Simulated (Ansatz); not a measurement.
# MgCd2Se3: the cost of one run

Program: Ansatz 0.2.0. Level of theory: DFT PBE, scalar-relativistic, plane waves, PAW. These are calculated values, not measurements.

**1. The system as given**

It takes space group P-3m1 (No. 164, trigonal). The conventional cell has a = 4.133 Å, b = 4.133 Å, c = 10.124 Å, α = 90.00°, β = 90.00°, γ = 120.00°. Mg (site symmetry -3m) is surrounded by 6 Se at 2.92 Å. Cd (site symmetry 3m) is surrounded by 6 Se at 2.92 Å. Se (site symmetry 3m) is surrounded by 3 Cd at 2.92 Å and 3 Mg at 2.92 Å. Se (site symmetry -3m) is surrounded by 6 Cd at 2.92 Å.

Structure file:

```cif
data_structure
_symmetry_space_group_name_H-M 'P 1'
_symmetry_Int_Tables_number 1
_cell_length_a 4.1330
_cell_length_b 4.1330
_cell_length_c 10.1238
_cell_angle_alpha 90.000
_cell_angle_beta 90.000
_cell_angle_gamma 120.000
_cell_volume 149.76
loop_
_atom_site_label
_atom_site_type_symbol
_atom_site_fract_x
_atom_site_fract_y
_atom_site_fract_z
_atom_site_occupancy
Mg1 Mg 0.00000 0.00000 0.50000 1
Cd1 Cd 0.33333 0.66667 0.16667 1
Cd2 Cd 0.66667 0.33333 0.83333 1
Se1 Se 0.66667 0.33333 0.33333 1
Se2 Se 0.33333 0.66667 0.66667 1
Se3 Se 0.00000 0.00000 0.00000 1
```

The start is an ordering of an alloy on its end members' structure types: elements ordered on the sites of the MgSe type, Cd/Mg on Mg (P-3m1, No. 164).

**2. A first look at the guess**

File input.yaml:

```yaml
crystal:
  lattice:
    - [4.13302156, 0.0, 0.0]
    - [-2.06651078, 3.57930166, 0.0]
    - [0.0, 0.0, 10.12379391]
  atoms:
    - { symbol: Mg, position: [0.0, 0.0, 0.5] }
    - { symbol: Cd, position: [0.33333333, 0.66666667, 0.16666667] }
    - { symbol: Cd, position: [0.66666667, 0.33333333, 0.83333333] }
    - { symbol: Se, position: [0.66666667, 0.33333333, 0.33333333] }
    - { symbol: Se, position: [0.33333333, 0.66666667, 0.66666667] }
    - { symbol: Se, position: [0.0, 0.0, 0.0] }
basis:
  ecutwfc: 420
kpoints:
  mp_grid: { grid: [6, 6, 2] }
hamiltonian:
  xc: pbe
scf:
  occupations: { method: gaussian, width: 0.1 }
  lower_state_search: "off"
output:
  forces: true
  stress: true
  eigenvalues: true
```

On the command line:

```bash
$ ansatz run input.yaml --threads 1 --pin off --max-ram 2560MiB --backend cpu --events-out ev --progress --plain --runs-dir out
```

What time and memory should one allow on 1 thread of AMD EPYC 7R43 (Zen 3), shared host?

About 4 s, with a peak of 0.51 GiB.
